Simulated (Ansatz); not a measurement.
## Sr3Ca and its free atoms: a cohesive energy from free atoms

Run with the Python package of Ansatz (0.2.0).

Input file `sr3ca_sr3ca.cif`:
```cif
data_Sr3Ca
_cell_length_a 6.689870
_cell_length_b 6.689870
_cell_length_c 6.689870
_cell_angle_alpha 60.00000
_cell_angle_beta 60.00000
_cell_angle_gamma 60.00000
_symmetry_space_group_name_H-M 'P 1'
_symmetry_Int_Tables_number 1
loop_
_symmetry_equiv_pos_as_xyz
'x, y, z'
loop_
_atom_site_label
_atom_site_type_symbol
_atom_site_fract_x
_atom_site_fract_y
_atom_site_fract_z
Sr1 Sr    0.250000    0.250000    0.250000
Sr2 Sr    0.750000    0.750000    0.750000
Sr3 Sr    0.500000    0.500000    0.500000
Ca4 Ca    0.000000    0.000000    0.000000
```

`cohesive_sr3ca.py`:
```python
# -*- coding: utf-8 -*-
'''Cohesive energy of Sr3Ca from free atoms.'''

from collections import Counter
import warnings

import ansatz as az
from ase.io import read


def counts(outcome):
    return Counter(site.symbol for site in outcome.lattice.sites)

UNPAIRED = {'Sr': 0, 'Ca': 0}  # unpaired electrons of the free atoms


def run_phase(name, crystal):
    calc = (
        crystal.calculation()
        .functional('r2scan')
        .basis(550)
        .kpoints(spacing=0.15)
        .occupations('fermi_dirac', width=0.02)
    )
    if name.endswith(' atom'):
        calc = calc.kpoints(1, 1, 1).occupations('fermi_dirac', width=0.01)
        if UNPAIRED[name.split()[0]]:
            calc = calc.spin('collinear')
        return calc.run(threads=1, pin='off')
    calc = calc.relax(force_tolerance=0.02, max_steps=60, cell=True)
    return calc.run(threads=1, pin='off')

warnings.simplefilter('ignore', az.DeckWarning)

phases = {}
atoms = read('sr3ca_sr3ca.cif')
sr3ca = az.Crystal.from_ase(atoms)
phases['Sr3Ca'] = sr3ca
# free atoms: a low-symmetry box, moments by the rule of Hund
for element, moment in UNPAIRED.items():
    phases[f'{element} atom'] = az.Lattice.orthorhombic(10.0, 10.5, 11.0).atom(element, (0.5, 0.5, 0.5), moment=moment or None)

done = {name: run_phase(name, crystal) for name, crystal in phases.items()}

for element in UNPAIRED:
    atom = done[f'{element} atom'].report
    print(f'{element} atom: {atom["energy_sigma0_ev"]:.4f} eV, moment {atom["magnetization_mub"]:.2f} muB')
solid = done['Sr3Ca']
n = counts(solid)
binding = (sum(k * done[f'{e} atom'].report['energy_sigma0_ev'] for e, k in n.items()) - solid.report['energy_sigma0_ev']) / sum(n.values())
print(f'cohesive energy {binding:.3f} eV/atom = {96.4853 * binding:.0f} kJ/mol of atoms (no zero-point energy)')
```

```console
$ python cohesive_sr3ca.py
Sr atom: -3553.3680 eV, moment 0.00 muB
Ca atom: -1819.6155 eV, moment 0.00 muB
cohesive energy 1.798 eV/atom = 173 kJ/mol of atoms (no zero-point energy)
```

Reading the output:
- Total energies depend on the potentials; only differences at equal settings carry meaning.
- Other magnetic orders than the one started from may lie lower.
- For the metals among these phases the mesh is modest: differences between phases can be off by up to 40 meV an atom.
- r2SCAN tends to overestimate the moments of itinerant magnets.
- The cells come from databases of deposited and of computed structures, and not all need be stable phases.
- Free atoms in a box carry small image and symmetry errors, and spin-orbit coupling is left out.
- Timing: 38 s on 1 thread of AMD EPYC 9R45 96-Core Processor (Zen 5), with other jobs on the host, peak memory 2.4 GiB.
